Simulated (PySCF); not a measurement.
# Cu2H12N4Se2 ([(NH3)2Cu(mu-Se)2Cu(NH3)2]): the cost of one run

Programs: PySCF 2.14.0, with routines of our own; each step states its level. All values are computed. Atoms count from 0.

## 1. The starting structure

20 atoms, charge 0, high-spin multiplicity 3; geometry from: idealised, bond lengths from ionic radii.

The system (edge-sharing dimer): [(NH3)2Cu(mu-Se)2Cu(NH3)2]. The metals (Cu(II), Cu(II)) are 3.38 Å apart; the bridge angle is 91°; the spin sites are atom 0 (1 unpaired) and atom 1 (1 unpaired).

## 2. Magnetic exchange: PBE0/def2-SVP H:def2-SV(P) in water

What the job is given:

```
{"job": {"kind": "bs", "xc": "PBE0", "basis": {"default": "def2-SVP", "H": "def2-SV(P)"}, "grid": 1, "solvent": "water"}, "charge": 0, "high_spin_multiplicity": 3, "spin_sites": [[[0], 1], [[1], 1]]}
Cu    -1.687600    -0.000000    -0.000000
Cu     1.687600    -0.000000    -0.000000
Se    -0.000000     1.658400    -0.000000
Se    -0.000000    -1.658400    -0.000000
N     -3.081000    -1.434700    -0.000000
H     -3.336900    -1.698100     0.951600
H     -3.928100    -1.124000    -0.475800
H     -2.745700    -2.272300    -0.475800
N     -3.081000     1.434700    -0.000000
H     -3.336900     1.698100     0.951600
H     -2.745700     2.272300    -0.475800
H     -3.928100     1.124000    -0.475800
N      3.081000     1.434700    -0.000000
H      3.336900     1.698100     0.951600
H      3.928100     1.124000    -0.475800
H      2.745700     2.272300    -0.475800
N      3.081000    -1.434700    -0.000000
H      3.336900    -1.698100     0.951600
H      2.745700    -2.272300    -0.475800
H      3.928100    -1.124000    -0.475800
```

Level: PBE0/def2-SVP H:def2-SV(P) high-spin and broken-symmetry single points, IEF-PCM water.

Started as:

```console
$ OMP_NUM_THREADS=1 python exch_run.py task.json out
```

This one command runs all jobs of the session in turn.

Q: Estimate the wall time and peak memory of this first job on 1 thread of Arm Neoverse N1, shared host.

About 2.4 min, with a peak of 1.2 GiB.
